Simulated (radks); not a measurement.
**Taking charge from the 5s level of Sm⁹⁺ in fractions**

Aim: follow energy and eigenvalue as charge leaves the 5s level of Sm⁹⁺ bit by bit, and test Janak's theorem, Slater's transition state and the straight-line condition.

Program: radks (a radial shooting solver on a logarithmic mesh, Libxc functionals) version 1. Level of theory: Dirac Kohn-Sham, PBEsol, spin-unpolarised, spherical densities, finite nucleus; open shells are shared between the two j in proportion to 2j + 1. These are calculated values, not measurements, unless marked.

## Step 1: The system

| Item | Value |
| --- | --- |
| element | samarium (Z = 62) |
| charge | +9 |
| electrons | 53 |
| configuration | [Kr] 4d10 4f4 5s2 5p1 |
| nuclear rms radius | 5.0819 fm |

The outer shells:

Sm⁹⁺
```
[Kr] core
4d [↑↓][↑↓][↑↓][↑↓][↑↓]
4f [↑ ][↑ ][↑ ][↑ ][  ][  ][  ]
5s [↑↓]
5p [↑ ][  ][  ]
```

## Step 2: Start: [Kr] 4d10 4f4 5s2 5p1

Settings of this run:

```text
Z 62
configuration [Kr] 4d10 4f4 5s2 5p1
relativity Dirac
functional pbe_sol,pbe_sol
spin unpolarised
j_filling average
nucleus finite rms 5.0819 fm
c 137.035999084
```

## Step 3: 0.1 electron removed from 5s

Input: that of step 2 with these lines changed.

```diff
@@ -1,3 +1,3 @@
 Z 62
-configuration [Kr] 4d10 4f4 5s2 5p1
+configuration [Kr] 4d10 4f4 5s1.9 5p1
 relativity Dirac
```

## Step 4: 0.2 electron removed from 5s

Input: that of step 3 with these lines changed.

```diff
@@ -1,3 +1,3 @@
 Z 62
-configuration [Kr] 4d10 4f4 5s1.9 5p1
+configuration [Kr] 4d10 4f4 5s1.8 5p1
 relativity Dirac
```

## Step 5: 0.3 electron removed from 5s

Input: that of step 4 with these lines changed.

```diff
@@ -1,3 +1,3 @@
 Z 62
-configuration [Kr] 4d10 4f4 5s1.8 5p1
+configuration [Kr] 4d10 4f4 5s1.7 5p1
 relativity Dirac
```

## Step 6: 0.4 electron removed from 5s

Input: that of step 5 with these lines changed.

```diff
@@ -1,3 +1,3 @@
 Z 62
-configuration [Kr] 4d10 4f4 5s1.7 5p1
+configuration [Kr] 4d10 4f4 5s1.6 5p1
 relativity Dirac
```

## Step 7: 0.5 electron removed from 5s

Input: that of step 6 with these lines changed.

```diff
@@ -1,3 +1,3 @@
 Z 62
-configuration [Kr] 4d10 4f4 5s1.6 5p1
+configuration [Kr] 4d10 4f4 5s1.5 5p1
 relativity Dirac
```

## Step 8: 0.6 electron removed from 5s

Input: that of step 7 with these lines changed.

```diff
@@ -1,3 +1,3 @@
 Z 62
-configuration [Kr] 4d10 4f4 5s1.5 5p1
+configuration [Kr] 4d10 4f4 5s1.4 5p1
 relativity Dirac
```

## Step 9: 0.7 electron removed from 5s

Input: that of step 8 with these lines changed.

```diff
@@ -1,3 +1,3 @@
 Z 62
-configuration [Kr] 4d10 4f4 5s1.4 5p1
+configuration [Kr] 4d10 4f4 5s1.3 5p1
 relativity Dirac
```

## Step 10: 0.8 electron removed from 5s

Input: that of step 9 with these lines changed.

```diff
@@ -1,3 +1,3 @@
 Z 62
-configuration [Kr] 4d10 4f4 5s1.3 5p1
+configuration [Kr] 4d10 4f4 5s1.2 5p1
 relativity Dirac
```

## Step 11: 0.9 electron removed from 5s

Input: that of step 10 with these lines changed.

```diff
@@ -1,3 +1,3 @@
 Z 62
-configuration [Kr] 4d10 4f4 5s1.2 5p1
+configuration [Kr] 4d10 4f4 5s1.1 5p1
 relativity Dirac
```

## Step 12: 1 electron removed from 5s

Input: that of step 11 with these lines changed.

```diff
@@ -1,3 +1,3 @@
 Z 62
-configuration [Kr] 4d10 4f4 5s1.1 5p1
+configuration [Kr] 4d10 4f4 5s1 5p1
 relativity Dirac
```

Before running it: what results should come out? Wanted: for each run, removed; E − E(0); eigenvalue; E minus straight line.

**Answer**, as computed:

```
removed (e)  E − E(0) (eV)  eigenvalue (eV)  E minus straight line (eV)
          0          0.000          -165.64                       0.000
        0.1         16.651          -167.38                      -0.789
        0.2         33.476          -169.13                      -1.403
        0.3         50.477          -170.88                      -1.842
        0.4         67.652          -172.63                      -2.106
        0.5         85.003          -174.39                      -2.195
        0.6         102.53          -176.14                      -2.109
        0.7         120.23          -177.90                      -1.846
        0.8         138.11          -179.67                      -1.407
        0.9         156.17          -181.43                      -0.792
          1         174.40          -183.20                       0.000
```

Removing the whole electron costs 174.40 eV, against 165.64 eV from minus the starting eigenvalue. Slater's transition state, half an electron removed, gives 174.39 eV. The trapezoid integral of minus the eigenvalue gives 174.40 eV over the range, against 174.40 eV from the energies (Janak's theorem). The eigenvalue moves by 17.6 eV per electron. E bends below the straight line by 2.20 eV at 0.5 electron removed.
